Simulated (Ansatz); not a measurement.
# Ni (fcc type): the cost of one run

Program: Ansatz 0.2.0. Level of theory: DFT PBE, with the methods named in each step. These are calculated values, not measurements.

## (1) Starting point

The structure is cubic, space group Fm-3m (No. 225). The conventional cell has a = 3.519 Å, b = 3.519 Å, c = 3.519 Å, α = 90.00°, β = 90.00°, γ = 90.00°. Ni (site symmetry m-3m) has 12 Ni at 2.49 Å as nearest neighbours.

As a file:

```xyz
3
Lattice="0.0000 1.7593 -1.7593 -1.7593 0.0000 1.7593 3.5186 3.5186 3.5186" Properties=species:S:1:pos:R:3 pbc="T T T"
Ni    0.0000    0.0000    0.0000
Ni    0.0000    1.7593    1.7593
Ni    1.7593    3.5186    1.7593
```

Atoms are numbered in the order of the input: Ni1, Ni2, Ni3.

## (2) Bulk in the slab's orientation, LAPW

Contents of input.yaml:

```yaml
crystal:
  lattice:
    - [0.0, 1.7593078052, -1.7593078052]
    - [-1.7593078052, 0.0, 1.7593078052]
    - [3.5186156104, 3.5186156104, 3.5186156104]
  atoms:
    - { symbol: Ni, position: [0.0, 0.0, 0.0], spin: 1.0 }
    - { symbol: Ni, position: [0.333333333, 0.666666667, 0.333333333], spin: 1.0 }
    - { symbol: Ni, position: [0.666666667, 0.333333333, 0.666666667], spin: 1.0 }
magnetization:
  spin_polarized: true
kpoints:
  mp_grid: { grid: [19, 19, 7] }
scf:
  occupations: { method: fermi_dirac, width: 0.05 }
hamiltonian:
  xc: pbe
  pseudopotentials: { kind: all_electron, lapw: { basis_error: 0.001 } }
output:
  forces: true
  stress: true
  eigenvalues: true
```

On the command line:

```bash
ansatz run input.yaml --threads 3 --pin off --max-ram 9216MiB --backend cpu --events-out ev --progress --plain --runs-dir out
```

What time and memory should one allow on 3 threads of Intel Xeon Platinum 8375C at 2.90GHz (Ice Lake), shared host?

About 88 s, with a peak of 1.7 GiB.
